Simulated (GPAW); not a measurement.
Cs2AgBiBr6:

```
Bi Cs Ag Br
1.0
     0.00000    5.61610    5.61610
     5.61610    0.00000    5.61610
     5.61610    5.61610    0.00000
Bi Cs Ag Br
1 2 1 6
Direct
  0.00000 0.00000 0.00000
  0.75000 0.75000 0.75000
  0.25000 0.25000 0.25000
  0.50000 0.50000 0.50000
  0.74945 0.74945 0.25055
  0.25055 0.25055 0.74945
  0.74945 0.25055 0.25055
  0.74945 0.25055 0.74945
  0.25055 0.74945 0.74945
  0.25055 0.74945 0.25055
```

| Item | Value |
| --- | --- |
| Program | GPAW 26.7.0 |
| Task | relaxation of cell and atoms |
| Functional | PBEsol |
| Potentials or basis | PAW data sets generated in the run's folder for this functional |
| Cutoff | 600 eV |
| Basis | pw |
| k mesh | 3 × 3 × 3 |
| Occupations | fermi-dirac, width 0.05 eV |
| Spin | no spin polarisation |

At the start: pressure 0.0 GPa; volume 35.43 Å³/atom.

Task: How do energy, volume and symmetry change on relaxing?

Result: Over 8 steps the energy falls by 3.1 meV/atom and the volume is 35.08 Å³/atom (-1.0 %); space group Fm-3m (No. 225, to 0.05 Å).

Step by step:
```
step  energy change (eV)  largest force (eV/Å)  pressure (GPa)  volume (Å³)
   1              0.0000                0.2897            0.02       354.27
   2             -0.0067                0.2523           -0.02       354.28
   3             -0.0283                0.0062           -0.24       354.23
   4             -0.0285                0.0004           -0.24       354.14
   5             -0.0291                0.0224           -0.21       353.49
   6             -0.0298                0.0329           -0.15       352.50
   7             -0.0305                0.0253           -0.05       351.24
   8             -0.0307                0.0080            0.00       350.79
```

Final structure:
```
Bi Cs Ag Br
1.0
     0.00000    5.59764    5.59764
     5.59764    0.00000    5.59764
     5.59764    5.59764    0.00000
Bi Cs Ag Br
1 2 1 6
Direct
  0.00000 0.00000 0.00000
  0.75000 0.75000 0.75000
  0.25000 0.25000 0.25000
  0.50000 0.50000 0.50000
  0.74620 0.74620 0.25380
  0.25380 0.25380 0.74620
  0.74620 0.25380 0.25380
  0.74620 0.25380 0.74620
  0.25380 0.74620 0.74620
  0.25380 0.74620 0.25380
```

Caveat: later steps reuse the first step's grids.
